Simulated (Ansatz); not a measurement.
# C2H10OSi: the cost of one run

Program: Ansatz 0.2.0. Level of theory: UKS r2SCANh-D4/STO-3G. These are calculated values, not measurements.

## 1. Starting point

Bond lengths: Si1–C2 2.171 Å, Si1–O3 1.637 Å, O3–C4 1.395 Å, Si1–H5 1.439 Å, Si1–H6 1.451 Å, C2–H9 1.090 Å, C2–H10 1.090 Å, C2–H11 1.094 Å, C4–H12 1.094 Å, C4–H13 1.092 Å, C4–H14 1.094 Å. Angles (14 of 19 angles, heavy atoms first): C2–Si1–O3 108.8°, Si1–O3–C4 132.7°, Si1–C2–H9 118.5°, Si1–C2–H10 116.6°, Si1–C2–H11 99.6°, C2–Si1–H5 107.2°, C2–Si1–H6 102.0°, O3–Si1–H5 92.2°, O3–Si1–H6 104.1°, O3–C4–H12 109.9°, O3–C4–H13 108.7°, O3–C4–H14 111.4°, H9–C2–H10 110.7°, H9–C2–H11 104.4°.

As a file:

```xyz
14

Si    0.0127    0.8526    0.3615
C     1.1670   -0.8834    0.9657
O    -0.3836    0.6996   -1.2191
C    -1.3559   -0.0478   -1.8832
H     0.9491    1.9087    0.0805
H    -1.2397    0.6421    1.0629
H     0.9652    0.2197    1.8146
H     0.6407    1.0941    2.1172
H     0.7767   -1.5147    1.7643
H     2.2417   -0.7402    1.0791
H     1.0660   -1.4925    0.0625
H    -0.9250   -0.9884   -2.2388
H    -1.7145    0.5261   -2.7408
H    -2.2006   -0.2757   -1.2267
```

## 2. Run 1

150 steps of 0.5 fs at constant energy, with velocities drawn for 1000 K.

input.yaml reads:

```yaml
crystal:
  periodic: [false, false, false]
  atoms:
    - { symbol: Si, position_ang: [0.0127, 0.8526, 0.3615] }
    - { symbol: C, position_ang: [1.167, -0.8834, 0.9657] }
    - { symbol: O, position_ang: [-0.3836, 0.6996, -1.2191] }
    - { symbol: C, position_ang: [-1.3559, -0.0478, -1.8832] }
    - { symbol: H, position_ang: [0.9491, 1.9087, 0.0805] }
    - { symbol: H, position_ang: [-1.2397, 0.6421, 1.0629] }
    - { symbol: H, position_ang: [0.9652, 0.2197, 1.8146] }
    - { symbol: H, position_ang: [0.6407, 1.0941, 2.1172] }
    - { symbol: H, position_ang: [0.7767, -1.5147, 1.7643] }
    - { symbol: H, position_ang: [2.2417, -0.7402, 1.0791] }
    - { symbol: H, position_ang: [1.066, -1.4925, 0.0625] }
    - { symbol: H, position_ang: [-0.925, -0.9884, -2.2388] }
    - { symbol: H, position_ang: [-1.7145, 0.5261, -2.7408] }
    - { symbol: H, position_ang: [-2.2006, -0.2757, -1.2267] }
magnetization:
  spin_polarized: true
basis:
  gaussian: { orbitals: STO-3G }
hamiltonian:
  xc: r2scanh
  dispersion: d4
md:
  timestep: 0.5
  n_steps: 150
  ensemble: nve
  temperature: 1000.0
  initial_velocities: maxwell_boltzmann
  seed: 774546
```

On the command line:

```
> ansatz run input.yaml --threads 1 --pin off --max-ram 2048MiB --backend cpu --events-out ev --progress --plain --runs-dir out
```

What time and memory should one allow on 1 thread of Intel Xeon Platinum 8259CL at 2.50GHz (Skylake/Cascade Lake), shared host?

About 13 min, with a peak of 0.21 GiB.
